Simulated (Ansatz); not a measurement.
# C3H3F5: small, medium and large basis sets

One table from this session's results is given with a row withheld; the runs are named, their logs left out.

Method: one geometry, several basis sets; program: Ansatz 0.2.0, Gaussian basis.

Plan: PBE0-D4/def2-SVP; ωB97M-V/def2-SVP; PBE0-D4/def2-QZVPP; ωB97M-V/def2-QZVPP; the functionals' def2-TZVPP values are taken from earlier runs.

## The geometry

An earlier PBE0-D4 in a triple-zeta def2 set relaxation fixed the geometry.

SMILES `FC(F)C(F)C(F)F`, 11 atoms, charge 0, spin multiplicity 1.

Atoms are counted from 1 here; the program's logs count them from 0.

Bond lengths: F1–C2 1.347 Å, C2–F3 1.357 Å, C2–C4 1.518 Å, C2–H9 1.093 Å, C4–F5 1.366 Å, C4–C6 1.517 Å, C4–H10 1.095 Å, C6–F7 1.354 Å, C6–F8 1.348 Å, C6–H11 1.094 Å. Angles: F1–C2–F3 108.0°, F1–C2–C4 109.4°, F1–C2–H9 108.9°, F3–C2–C4 108.6°, F3–C2–H9 109.1°, C4–C2–H9 112.7°, C2–C4–F5 108.2°, C2–C4–C6 111.8°, C2–C4–H10 108.9°, F5–C4–C6 109.7°, F5–C4–H10 109.2°, C6–C4–H10 108.9°, C4–C6–F7 110.0°, C4–C6–F8 109.5°, C4–C6–H11 111.8°, F7–C6–F8 108.0°, F7–C6–H11 108.6°, F8–C6–H11 109.0°.

The first run:

Contents of in.yaml:

```yaml
crystal:
  periodic: [false, false, false]
  atoms:
    - {symbol: F, position_ang: [-2.389933, -0.199795, -0.032263]}
    - {symbol: C, position_ang: [-1.134928, -0.433451, 0.397711]}
    - {symbol: F, position_ang: [-0.859990, -1.746887, 0.197450]}
    - {symbol: C, position_ang: [-0.159546, 0.394824, -0.419379]}
    - {symbol: F, position_ang: [-0.400133, 1.714656, -0.162338]}
    - {symbol: C, position_ang: [1.281966, 0.062615, -0.081070]}
    - {symbol: F, position_ang: [1.517144, 0.307213, 1.229503]}
    - {symbol: F, position_ang: [2.105528, 0.847263, -0.805119]}
    - {symbol: H, position_ang: [-1.081177, -0.215147, 1.467817]}
    - {symbol: H, position_ang: [-0.329689, 0.197502, -1.483363]}
    - {symbol: H, position_ang: [1.515959, -0.985795, -0.288350]}
basis:
  gaussian: {orbitals: def2-SVP}
hamiltonian: {xc: pbe0, dispersion: d4}
output: {orbitals: {seedname: orbitals}}
```

On the command line:

```
> ansatz run in.yaml --threads 4 --pin off --events-out ev --progress --plain --max-ram 11315MiB
```

Among the steps run: PBE0-D4 in def2-SVP; ωB97M-V in def2-SVP; PBE0-D4 in def2-QZVPP; ωB97M-V in def2-QZVPP.

One of the session's tables, all rows but one given; the rest of the session is left out.

It belongs to the step «Functionals by basis». 

```
functional       basis  HOMO (eV)  LUMO (eV)
   PBE0-D4    def2-SVP      -9.71       1.48
   PBE0-D4  def2-TZVPP      -9.88       0.93
   PBE0-D4  def2-QZVPP      -9.93       0.64
   ωB97M-V    def2-SVP     -12.10       3.53
   ωB97M-V  def2-TZVPP     -12.29       2.80
   ωB97M-V  def2-QZVPP          ?          ?
```

Estimate the missing values for ωB97M-V, def2-QZVPP.

As computed: HOMO (eV): -12.35; LUMO (eV): 2.01. In the column «HOMO (eV)» it is the lowest.
